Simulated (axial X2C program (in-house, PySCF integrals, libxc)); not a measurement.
**A two-component session on WS: properties at the nuclei**

Wanted for WS: properties at the nuclei, at the two-component level.

Method: two-component X2C with atomic mean-field terms, W dyall-cv3z, S dyall-av3z; program: an in-house X2C program for linear molecules on PySCF integrals.

All values are calculated.

**1. Input**

task.json

```json
{"zs": [74, 16], "q": 0, "bas": ["dyall-cv3z", "dyall-av3z"], "r0": 2.14, "levels": ["PBE0", "HF", "BP86", "TPSSh", "r2SCAN"], "nst": 3}
```

Keys: zs atomic numbers; q charge; bas basis sets; r0 starting distance in Å; levels methods (HF also brings MP2); nst determinants followed.

Run with:

```bash
python soeom.py task.json out
```

Further steps of the session: Expectation values, lowest determinant; Expectation values, a higher determinant; Expectation values, a higher determinant.

**Question.** What will these runs give? Wanted: lowest determinant; Eeff magnitude; Ws magnitude W; A∥/gI W; qzz W; higher determinant (for each run or level that gives them).

**Answer**, as computed:

```
                                        quantity                                            value
                              lowest determinant  Ω = 1 (excess of +ω over −ω: ω = -3/2, ω = 5/2)
                    Eeff magnitude (GV/cm), PBE0                                             28.1
                      Ws magnitude W (kHz), PBE0                                             28.1
                             A∥/gI W (MHz), PBE0                                             3970
                              qzz W (a.u.), PBE0                                             0.95
                              higher determinant   Ω = 3 (excess of +ω over −ω: ω = 1/2, ω = 5/2)
Eeff magnitude (GV/cm), PBE0, higher determinant                                             20.9
  Ws magnitude W (kHz), PBE0, higher determinant                                             7.32
         A∥/gI W (MHz), PBE0, higher determinant                                             1780
          qzz W (a.u.), PBE0, higher determinant                                             1.00
                              higher determinant                             Ω = 0 (closed shell)
          qzz W (a.u.), PBE0, higher determinant                                             0.96
          qzz S (a.u.), PBE0, higher determinant                                            -0.33
                 μ (D), PBE0, higher determinant                                            -2.85
```

**Reading.** In the first state, the effective field runs from 18.1 to 32.2 GV/cm over the mean-field levels. The expectation values come from single determinants, which for open shells can mix terms of unlike spin or miss the lowest Ω, so a determinant need not be a state. Eeff is the effective electric field on the electron dipole moment in this Ω state and Ws the scalar–pseudoscalar constant (defined with the proton number Z and per Ω); A∥ is the parallel hyperfine constant, which follows by multiplying with the nuclear g factor gI = μI/(I μN); qzz is the electric field gradient, eQq0 = 234.96 MHz × Q/barn × qzz; μ is positive if S is the positive end. The operators were transformed with the bare-nucleus X2C matrices.
